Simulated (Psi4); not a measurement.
**C2H3BF (SMILES C=[C]BF): UTPSS/def2-SVPD**

What is the vertical electron affinity of C2H3BF at UTPSS/def2-SVPD? 

The calculation is run with Psi4 1.11.

## Step 1: The system as given

C2H3BF has 7 atoms, charge 0, and is taken as a doublet. As SMILES, `C=[C]BF`. Geometry: relaxed at GFN2-xTB.

Bond lengths: C1–C2 1.284 Å, C2–B3 1.482 Å, B3–F4 1.336 Å, C1–H5 1.085 Å, C1–H6 1.085 Å, B3–H7 1.175 Å. Angles: C1–C2–B3 178.7°, C2–B3–F4 119.5°, C2–C1–H5 123.1°, C2–C1–H6 123.2°, C2–B3–H7 123.2°, F4–B3–H7 117.2°, H5–C1–H6 113.7°.

## Step 2: Energy and forces at UTPSS/def2-SVPD

Input file input.in:

```
memory 1600 MB

molecule geom {
  0 2
  C     -0.739240     1.166810     0.113650
  C     -0.055700     0.085330     0.002100
  B      0.727900    -1.161970    -0.160850
  F      1.279660    -1.738220     0.911270
  H     -0.299040     2.156100     0.042360
  H     -1.809590     1.177770     0.290350
  H      0.896010    -1.685820    -1.198900
  symmetry c1
}

set {
  reference            uks
  puream               true
  e_convergence        1e-09
  d_convergence        1e-08
  scf_type             pk
  dft_radial_points    99
  dft_spherical_points 590
  maxiter              200
}

e_tot, wfn = gradient('tpss/def2-SVPD', return_wfn=True)
oeprop(wfn, 'QUADRUPOLE', 'MULLIKEN_CHARGES', 'DIPOLE', title='TPSS')
print_variables()
```

Command:

```console
$ psi4 -i input.in -o input.out -n 1
```

input.out:

```text
[...]
  Running in c1 symmetry.
[...]
  Nuclear repulsion =   88.617305522116666
[...]
  Multiplicity = 2
[...]
  Nalpha       = 15
  Nbeta        = 14
[...]
    Number of basis functions: 107
[...]
   @UKS iter   1:  -202.33208843086189   -3.81054e-01   5.96822e-03 ADIIS/DIIS
[...]
   @UKS iter  14:  -202.56251965824794   -1.90425e-12   6.53202e-09 DIIS
[...]
   @S^2 Observed:                7.580630468E-01
[...]
  @UKS Final Energy:  -202.56251965824794
   => Energetics <=
    Nuclear Repulsion Energy =             88.6173055221166663
    One-Electron Energy =                -451.4631711317756526
    Two-Electron Energy =                 186.7514497874283563
    DFT Exchange-Correlation Energy =     -26.4681038360173169
    Empirical Dispersion Energy =           0.0000000000000000
    VV10 Nonlocal Energy =                  0.0000000000000000
    Total Energy =                       -202.5625196582479361
[...]
  -Total Gradient:
     Atom            X                  Y                   Z
    ------   -----------------  -----------------  -----------------
       1        0.012551853242    -0.020155771301    -0.001746731056
       2       -0.007096331060     0.011155754336     0.000479793669
       3       -0.002433329770     0.004367330727     0.002206303621
       4       -0.006449660544     0.006508760582    -0.013369610109
       5       -0.006739789222    -0.009829012909     0.001066078648
       6        0.011754066390     0.002136303332    -0.001978415689
       7       -0.001606639206     0.005836978377     0.013297513615
[...]
 Multipole Moments:
 ------------------------------------------------------------------------------------
     Multipole            Electronic (a.u.)      Nuclear  (a.u.)        Total (a.u.)
 ------------------------------------------------------------------------------------
 L = 1.  Multiply by 2.5417464519 to convert [e a0] to [Debye]
 Dipole X            :          2.9031993           -3.3842497           -0.4810503
 Dipole Y            :         -4.0685691            4.7604221            0.6918529
 Dipole Z            :          1.5823391           -1.7760239           -0.1936849
 Magnitude           :                                                    0.8646292
 L = 2.  Multiply by 1.3450342976 to convert [e a0^2] to [Debye ang]
 Quadrupole XX       :        -95.0081260           78.7763900          -16.2317359
 Quadrupole XY       :        106.9824462         -107.1499131           -0.1674670
[...]
  Mulliken Charges: (a.u.)
   Center  Symbol    Alpha    Beta     Spin     Total
       1     C     2.86040  3.12476 -0.26435  0.01484
       2     C     3.29415  2.36651  0.92764  0.33934
       3     B     2.66353  2.49944  0.16410 -0.16297
       4     F     4.70374  4.67211  0.03163 -0.37586
       5     H     0.54950  0.46748  0.08201 -0.01698
       6     H     0.55017  0.46840  0.08177 -0.01858
       7     H     0.37850  0.40129 -0.02279  0.22021
   Total alpha = 15.00000, Total beta = 14.00000, Total charge = -0.00000
  Variable Map:
[...]
```

Run time: 73 s. Hardware: 1 thread of AMD EPYC 9R45 (Zen 5), shared host; peak memory 0.62 GiB.

## Step 3: The singlet anion: the energy at TPSS/def2-SVPD

Input file c2h3bf.in:

```
memory 1.6 GB

molecule molecule1 {
  -1 1
  C     -0.739240     1.166810     0.113650
  C     -0.055700     0.085330     0.002100
  B      0.727900    -1.161970    -0.160850
  F      1.279660    -1.738220     0.911270
  H     -0.299040     2.156100     0.042360
  H     -1.809590     1.177770     0.290350
  H      0.896010    -1.685820    -1.198900
  symmetry c1
  no_reorient
  no_com
}

set basis def2-SVPD
set puream true
set e_convergence 1e-09
set d_convergence 1e-08
set scf_type pk
set dft_radial_points 99
set dft_spherical_points 590

result, w = energy('tpss', return_wfn=True)
oeprop(w, 'WIBERG_LOWDIN_INDICES', 'DIPOLE', 'LOWDIN_CHARGES')
```

Command:

```console
$ psi4 -n 1 c2h3bf.in c2h3bf.out
```

c2h3bf.out:

```text
[...]
  Running in c1 symmetry.
[...]
  Nuclear repulsion =   88.617305522116666
[...]
  Multiplicity = 1
[...]
  Nalpha       = 15
  Nbeta        = 15
[...]
    Number of basis functions: 107
[...]
   @RKS iter   1:  -202.12870878170406   -1.77675e-01   8.25643e-03 DIIS/ADIIS
[...]
   @RKS iter  13:  -202.61036901134992   -1.64846e-12   2.54739e-09 DIIS
[...]
    Orbital Energies [Eh]
    ---------------------
    Doubly Occupied:
       1A    -24.195267     2A     -9.790126     3A     -9.743726
       4A     -6.383297     5A     -0.884228     6A     -0.471537
       7A     -0.303182     8A     -0.254227     9A     -0.193778
      10A     -0.189047    11A     -0.179818    12A     -0.172928
      13A     -0.075811    14A     -0.032528    15A      0.061557
[...]
  @RKS Final Energy:  -202.61036901134992
   => Energetics <=
    Nuclear Repulsion Energy =             88.6173055221166663
    One-Electron Energy =                -458.5270108067138608
    Two-Electron Energy =                 194.0209127930107798
    DFT Exchange-Correlation Energy =     -26.7215765197635200
    Empirical Dispersion Energy =           0.0000000000000000
    VV10 Nonlocal Energy =                  0.0000000000000000
    Total Energy =                       -202.6103690113499169
[...]
 Multipole Moments:
 ------------------------------------------------------------------------------------
     Multipole            Electronic (a.u.)      Nuclear  (a.u.)        Total (a.u.)
 ------------------------------------------------------------------------------------
 L = 1.  Multiply by 2.5417464519 to convert [e a0] to [Debye]
 Dipole X            :        -17.9068818           17.3366876           -0.5701942
 Dipole Y            :         24.0813443          -23.2302899            0.8510545
 Dipole Z            :        -13.7633934           13.6541972           -0.1091962
 Magnitude           :                                                    1.0302130
[...]
```

It took 38 s on 1 thread of AMD EPYC 9R45 (Zen 5), shared host; peak memory 0.62 GiB.

## Step 4: Outcome

At UTPSS/def2-SVPD:

| quantity | value |
| --- | --- |
| doublet C2H3BF: total energy | -202.56252 Eh |
| doublet C2H3BF: dipole moment | 2.20 D |
| doublet C2H3BF: HOMO energy (highest over α and β) | -6.11 eV |
| doublet C2H3BF: LUMO energy (lowest over α and β) | -4.26 eV |
| doublet C2H3BF: ⟨S²⟩ | 0.758 |
| doublet C2H3BF: largest force on an atom | 1.224 eV/Å |
| singlet anion: total energy | -202.61037 Eh |
| singlet anion: HOMO energy | 1.68 eV |
| singlet anion: LUMO energy | 4.33 eV |
| singlet anion: HOMO–LUMO gap (to an unbound level, set by the basis) | 2.66 eV |
| vertical electron affinity (to the singlet anion) | 1.302 eV |

What this shows: At fixed nuclei the extra electron is bound by 1.30 eV (30 kcal/mol). The largest force (doublet C2H3BF) is 1.22 eV/Å: the shape isn't a stationary point for this species at this level. Mulliken charges (doublet C2H3BF) run from -0.38 on F4 to +0.34 on C2; in a basis this large or diffuse they mean little. The HOMO (singlet anion) lies at positive energy, 1.68 eV, as semi-local functionals often give for anions; only total energies tell whether the electron is bound.
